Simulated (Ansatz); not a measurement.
# CH4AlBS: the cost of one run

Program: Ansatz 0.2.0. Level of theory: RKS B3LYP-D4/6-31G. These are calculated values, not measurements.

### 1 The structure to begin with

Bond lengths: C1–Al2 1.948 Å, Al2–B3 2.149 Å, Al2–S4 2.108 Å, B3–S4 1.867 Å, C1–H5 1.169 Å, C1–H6 1.143 Å, C1–H7 1.107 Å, B3–H8 1.246 Å. Angles: C1–Al2–B3 138.6°, C1–Al2–S4 150.8°, B3–Al2–S4 52.0°, Al2–C1–H5 109.5°, Al2–C1–H6 111.9°, Al2–C1–H7 113.5°, H5–C1–H6 104.7°, H5–C1–H7 108.0°, H6–C1–H7 108.8°, Al2–B3–S4 62.9°, Al2–B3–H8 132.4°, S4–B3–H8 144.9°, Al2–S4–B3 65.1°.

As a file:

```xyz
8

C    -0.4236    1.3969   -0.4455
Al   -0.4643   -0.5145   -0.0742
B     0.6845   -1.9714    1.0097
S    -0.0421   -2.5049   -0.6252
H    -1.2163    1.6512   -1.2667
H    -0.7384    2.0137    0.4636
H     0.5616    1.7578   -0.7975
H     1.7307   -1.8859    1.6801
```

### 2 Preparing the start

The input, input.yaml:

```yaml
crystal:
  periodic: [false, false, false]
  atoms:
    - { symbol: C, position_ang: [-0.4236, 1.3969, -0.4455] }
    - { symbol: Al, position_ang: [-0.4643, -0.5145, -0.0742] }
    - { symbol: B, position_ang: [0.6845, -1.9714, 1.0097] }
    - { symbol: S, position_ang: [-0.0421, -2.5049, -0.6252] }
    - { symbol: H, position_ang: [-1.2163, 1.6512, -1.2667] }
    - { symbol: H, position_ang: [-0.7384, 2.0137, 0.4636] }
    - { symbol: H, position_ang: [0.5616, 1.7578, -0.7975] }
    - { symbol: H, position_ang: [1.7307, -1.8859, 1.6801] }
basis:
  gaussian: { orbitals: "6-31G" }
hamiltonian:
  xc: b3lyp
  dispersion: d4
relax:
  f_tol: 0.02
  max_steps: 40
scf:
  lower_state_search: "off"
output:
  orbitals: {}
```

Command:

```bash
$ ansatz run input.yaml --threads 1 --pin off --max-ram 2048MiB --backend cpu --events-out ev --progress --plain --runs-dir out
```

What time and memory should one allow on 1 thread of Arm Neoverse V2, shared host?

About 56 s, with a peak of 0.14 GiB.
